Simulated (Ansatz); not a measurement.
**CH4BF3Si: vertical ionisation energy**

An exercise on one series of results from a longer session: the logs are not shown, and one member is left open.

Program: Ansatz 0.2.0, Gaussian basis. Level of theory: unrestricted cation, the program's frozen cores in correlated methods. These are calculated values, not measurements.

Levels to be run: UKS PBE-D4/def2-TZVPP; UKS r2SCAN-D4/def2-TZVPP; UKS PBE0-D4/def2-TZVPP; UKS B3LYP-D4/def2-TZVPP; UKS wB97X-V/def2-TZVPP; UKS wB97M-V/def2-TZVPP; UKS B2PLYP/def2-TZVPP; UHF-MP2/def2-TZVPP; UHF-MP2/def2-QZVPP; then −ε(HOMO) from the neutral's earlier runs with LDA (SPW92), PBE-D4, revPBE-D4, BLYP-D4, r2SCAN-D4, B97M-V, PBE0-D4, B3LYP-D4, r2SCANh-D4, r2SCAN0-D4, HSE06-D4, BHLYP-D4, CAM-B3LYP-D4, LC-ωPBE, ωB97X-V, ωB97M-V.

3 further runs of the same task are left out: 2 for a known fault of the program, 1 that didn't finish.

### The geometry

The geometry comes from an earlier relaxation with PBE0-D4 in a triple-zeta def2 set; it is a stationary point, not always the lowest conformer.

SMILES `CB[Si](F)(F)F`, 10 atoms, charge 0, spin multiplicity 1.

Atoms are counted from 1 here; the program's logs count them from 0.

Bond lengths: C1–B2 1.543 Å, C1–H7 1.091 Å, C1–H8 1.091 Å, C1–H9 1.108 Å, B2–Si3 2.009 Å, B2–H10 1.198 Å, Si3–F4 1.586 Å, Si3–F5 1.585 Å, Si3–F6 1.585 Å. Angles: B2–C1–H7 116.3°, B2–C1–H8 115.0°, B2–C1–H9 102.0°, H7–C1–H8 110.9°, H7–C1–H9 105.6°, H8–C1–H9 105.4°, C1–B2–Si3 122.8°, C1–B2–H10 120.1°, Si3–B2–H10 117.0°, B2–Si3–F4 113.5°, B2–Si3–F5 111.4°, B2–Si3–F6 111.9°, F4–Si3–F5 106.3°, F4–Si3–F6 106.2°, F5–Si3–F6 107.1°.

The first run:

Input file in.yaml:

```yaml
crystal:
  periodic: [false, false, false]
  atoms:
    - {symbol: C, position_ang: [0.276149, -1.433125, 0.615618]}
    - {symbol: B, position_ang: [0.731561, -0.041942, 0.127670]}
    - {symbol: Si, position_ang: [-0.529570, 1.289699, -0.693458]}
    - {symbol: F, position_ang: [-2.012335, 0.748499, -0.843081]}
    - {symbol: F, position_ang: [-0.060634, 1.709093, -2.148083]}
    - {symbol: F, position_ang: [-0.628305, 2.617249, 0.166504]}
    - {symbol: H, position_ang: [-0.627028, -1.835366, 0.154963]}
    - {symbol: H, position_ang: [1.062475, -2.188782, 0.655779]}
    - {symbol: H, position_ang: [0.007887, -1.230068, 1.670913]}
    - {symbol: H, position_ang: [1.862800, 0.313642, 0.296172]}
basis:
  gaussian: {orbitals: def2-TZVPP}
total_charge: 1
magnetization: {spin_polarized: true, initial_magnetization: 1}
hamiltonian: {xc: pbe, dispersion: d4}
```

The run is started by

```bash
ansatz run in.yaml --threads 2 --pin off --events-out ev --progress --plain --max-ram 32768MiB --backend cpu
```

Among the steps run: Cation, UKS PBE-D4/def2-TZVPP; Cation, UKS r2SCAN-D4/def2-TZVPP; Cation, UKS PBE0-D4/def2-TZVPP; Cation, UKS B3LYP-D4/def2-TZVPP; Cation, UKS wB97X-V/def2-TZVPP; Cation, UKS wB97M-V/def2-TZVPP; Cation, UKS B2PLYP (frozen core)/def2-TZVPP; Cation, UHF-MP2/def2-TZVPP; Cation, UHF-MP2/def2-QZVPP.

One table of the session follows, with a row left open; its other results are not shown here.

For comparison, −ε(HOMO) of the neutral from earlier runs:

```
  functional  −ε(HOMO) (eV)
 LDA (SPW92)           7.62
      PBE-D4              ?
   revPBE-D4           7.45
     BLYP-D4           7.44
   r2SCAN-D4           7.80
      B97M-V           7.86
     PBE0-D4           8.90
    B3LYP-D4           8.72
  r2SCANh-D4           8.31
  r2SCAN0-D4           9.09
    HSE06-D4           8.49
    BHLYP-D4          10.25
CAM-B3LYP-D4          10.34
     LC-ωPBE          11.65
     ωB97X-V          11.30
     ωB97M-V          11.10
```

Q: Estimate the row for PBE-D4 from the others.

The run gave: −ε(HOMO) (eV): 7.51. In the column «−ε(HOMO) (eV)» it lies between revPBE-D4 (7.45) and LDA (SPW92) (7.62).
